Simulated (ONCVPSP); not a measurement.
**Lead: generating and testing an ONCV potential**

Task: generate the file, and judge it by its errors in other configurations, its logarithmic derivatives, its ghosts and its cutoff.

Program: ONCVPSP 4.0.1. Reference atom: PBE, scalar-relativistic, spherical and spin-unpolarised. All values are calculated.

**1. Settings**

Typed settings, in words:

* element: lead (Pb, Z = 82)
* type: optimised norm-conserving Vanderbilt (ONCV)
* frozen core: [Xe] 4f14 5d10
* valence charge: 4
* reference configuration: 6s2 6p2
* partial waves: 6s: rc 2.10 bohr, ncon 3, nbas 6, qcut 2.4 1/bohr, 2 projectors, debl 3.8 Ha; 6p: rc 2.95 bohr, ncon 4, nbas 7, qcut 2.4 1/bohr, 2 projectors, debl 3.3 Ha; d scattering state at 0.46 Ha: rc 2.30 bohr, ncon 4, nbas 7, qcut 3.5 1/bohr, 2 projectors, debl 0.4 Ha
* local potential: polynomial inside 1.50 bohr (lpopt 5, dvloc0 0 Ha)
* core correction: Teter function, fcfact 3.75, rcfact 1.25

An earlier all-electron run gives the scale for the radii.

All-electron outer shells of the reference configuration (PBE, scalar-relativistic, ld1.x):

```
shell  level (eV)  outermost node (bohr)  outermost maximum (bohr)
   5p      -85.83                   0.49                      0.88
   5d      -21.18                   0.52                      1.07
   6s      -12.04                   1.01                      1.95
   6p       -3.50                   1.18                      2.67
```

**2. Generation**

File Pb.dat:

```
# ATOM AND REFERENCE CONFIGURATION
# atsym  z   nc   nv     iexc    psfile
  Pb 82.00   13    2        4      upf
#
#   n    l    f
    1    0    2.00
    2    0    2.00
    2    1    6.00
    3    0    2.00
    3    1    6.00
    3    2   10.00
    4    0    2.00
    4    1    6.00
    4    2   10.00
    4    3   14.00
    5    0    2.00
    5    1    6.00
    5    2   10.00
    6    0    2.00
    6    1    2.00
#
# PSEUDOPOTENTIAL AND OPTIMIZATION
# lmax
    2
#
#   l,   rc,      ep,       ncon, nbas, qcut
    0    2.10    0.00    3    6    2.40
    1    2.95    0.00    4    7    2.40
    2    2.30    0.46    4    7    3.50
#
# LOCAL POTENTIAL
# lloc, lpopt,  rc(5),   dvloc0
    4    5    1.50    0.00
#
# VANDERBILT-KLEINMAN-BYLANDER PROJECTORs
# l, nproj, debl
    0    2    3.80
    1    2    3.30
    2    2    0.40
#
# MODEL CORE CHARGE
# icmod, fcfact, rcfact
    3    3.75    1.25
#
# LOG DERIVATIVE ANALYSIS
# epsh1, epsh2, depsh
   -2.00    5.00    0.02
#
# OUTPUT GRID
# rlmax, drl
    6.00    0.01
#
# TEST CONFIGURATIONS
# ncnf
    4
# nvcnf
#   n    l    f
    2
    6    0    2.00
    6    1    1.00
#
    2
    6    0    2.00
    6    1    0.00
#
    2
    6    0    1.00
    6    1    0.00
#
    2
    6    0    2.00
    6    1    1.50
#
```

Command:

```bash
$ oncvpsp.x < Pb.dat > Pb.out
```

Q: Predict the outcome of this session. Wanted: cutoffs for 1 and 0.1 mHa per electron, occupied waves; bound ghosts; GHOST(+) flags; largest test error; largest phase difference near zero energy, channels read; rms error of d²Exc/dn², without and with the model core.

As calculated:

| quantity | value |
| --- | --- |
| cutoffs for 1 and 0.1 mHa per electron, occupied waves | 19 Ha and 32 Ha |
| bound ghosts | d at -18.35 eV |
| GHOST(+) flags | s at 7 eV, p at 62 eV, d at 119 eV, d at 414 eV |
| largest test error (AE − PS) | -392 meV, for 6s1 6p0 |
| largest phase difference near zero energy, channels read | 3.126 rad |
| rms error of d²Exc/dn², without and with the model core | 9.64 and 3.14 mHa |

What this shows: It has a bound ghost (d), a state that the atom doesn't have, and that rules the file out. The worst unpolarised test, 6s1 6p0, is off by 392 meV on 52.4 eV; by total energies transferability rates as poor. That test lies far up in energy; among those under 40 eV, nearer to bonding, the largest error is 52 meV. It counts as of middling hardness, with 19 Ha needed at the looser tolerance. At the looser tolerance the 6s wave is the slowest; 6p needs 3 Ha. That counts occupied waves only; other projectors can need more. Of the channels read, s scatters worst near zero energy, by up to 3.13 rad. A step near π is an extra or missing state, not a misfit of shape. The pseudo curves have a pole with no partner nearby in the atom's: s at 0.20 Ha. At positive energy that is a spurious or a displaced resonance. The program also flags highly localised states, GHOST(+) (s, p, d).
